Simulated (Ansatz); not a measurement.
Write a Python script for the Python package of Ansatz (0.2.0) that makes a convergence test of the k-point mesh of AlNi, space group Cmmm. Level of theory (first run): r2SCAN, PAW, the default cutoff (500 eV here), 3×3×3 k-points, Fermi-Dirac smearing of 0.15 eV, collinear spin. The script varies mesh: (3, 3, 3), (4, 4, 3), (5, 5, 5), (7, 7, 6), (8, 8, 7), (10, 10, 9).

`alni.extxyz`
```text
2
Lattice="1.938694 -1.95319015 0.0 1.938694 1.95319015 0.0 0.0 0.0 3.09943004" Properties=species:S:1:pos:R:3:initial_magmoms:R:1 pbc="T T T"
Al    0.00000000    0.00000000    0.00000000  0.00
Ni    1.93869400    0.00000000    1.54971502  1.50
```

Script `alni.py`:
```python
"""Convergence of AlNi with the k-point mesh."""

import ansatz
import pandas as pd

SETTINGS = {
    "functional": "r2SCAN",
    "occupations": "fermi_dirac",
    "sigma": 0.15,
}


def main() -> None:
    cell = ansatz.Crystal.from_extxyz("alni.extxyz")

    setup = (
        cell.calculation()
        .functional(SETTINGS["functional"])
        .occupations(SETTINGS["occupations"], width=SETTINGS["sigma"])
        .spin(ansatz.SpinTreatment.COLLINEAR)
        .stress()
    )

    rows = []
    for value in [(3, 3, 3), (4, 4, 3), (5, 5, 5), (7, 7, 6), (8, 8, 7), (10, 10, 9)]:
        report = setup.kpoints(*value).run(threads=1).report
        rows.append((value, report["free_energy_ev"] / len(report["lattice"]["sites"]), report["n_iterations"], sum(report["stress_gpa"][i][i] for i in range(3)) / 3, report["magnetization_mub"], report["n_kpoints"]))

    table = pd.DataFrame(rows, columns=["mesh", "F/atom (eV)", "iterations", "P (GPa)", "moment (muB)", "k-points"])
    print(table.round(5).to_string(index=False))

    # the last row is the reference
    for row in rows[:-1]:
        shift = 1000 * (row[1] - rows[-1][1])
        print(f"{row[0]}: {shift:+.2f} meV/atom" + ("  (within 2 meV)" if abs(shift) < 2 else ""))


if __name__ == "__main__":
    main()
```

```console
$ python alni.py
DeckWarning: basis.ecutwfc = 500 eV, auto-derived from the records' recommended cutoffs: set by Al (their level for a meta-GGA)
RunWarning: the starting moments were not kept: the SCF closed with an absolute magnetisation of 9.7e-5 μB, where they sum to 1.5 μB in size (1 site). That is at most 0.1 of that sum. Measured as dr2_m measures the in/out step, that magnetisation stands 1.7e-8 eV from none, at or under the dr2_threshold of 1.0e-7 eV: [...]
       mesh  F/atom (eV)  iterations  P (GPa)  moment (muB)  k-points
  (3, 3, 3)  -3193.49516          25  0.29203       0.00009         8
  (4, 4, 3)  -3193.50736          23  1.71428      -0.00001        14
  (5, 5, 5)  -3193.51535          24  0.87404       0.17784        27
  (7, 7, 6)  -3193.52462          28  0.75799       0.00004        64
  (8, 8, 7)  -3193.51717          20  0.88541      -0.00001        84
(10, 10, 9)  -3193.52030          20  0.81935      -0.00002       155
(3, 3, 3): +25.14 meV/atom
(4, 4, 3): +12.94 meV/atom
(5, 5, 5): +4.95 meV/atom
(7, 7, 6): -4.32 meV/atom
(8, 8, 7): +3.13 meV/atom
```
(Warnings from the package without file and line, shortened, repeats left out.)

Reading the output:
- The SCF didn't keep the moments it started from (some shrank, vanished or turned); what is printed is the state reached.
- The overall sign of a collinear moment is arbitrary, and semilocal functionals can give small moments to compounds that are paramagnetic.
- Within a few hundredths of an angstrom the cell has the higher group P4/mmm; the lower one is a small distortion.
- A Fermi-Dirac width this large means warm electrons, whose thermal share enters the free energy.
- Pressure is positive in compression.
- r2SCAN tends to overestimate the moments of itinerant magnets.
- This cell is a computed structure, which may not be the phase found in nature.
- Shifts are counted from the finest mesh, which is itself no proven limit.
- Timing: 110 s on 1 thread of Arm Neoverse V1 (shared host), peak memory 0.59 GiB.
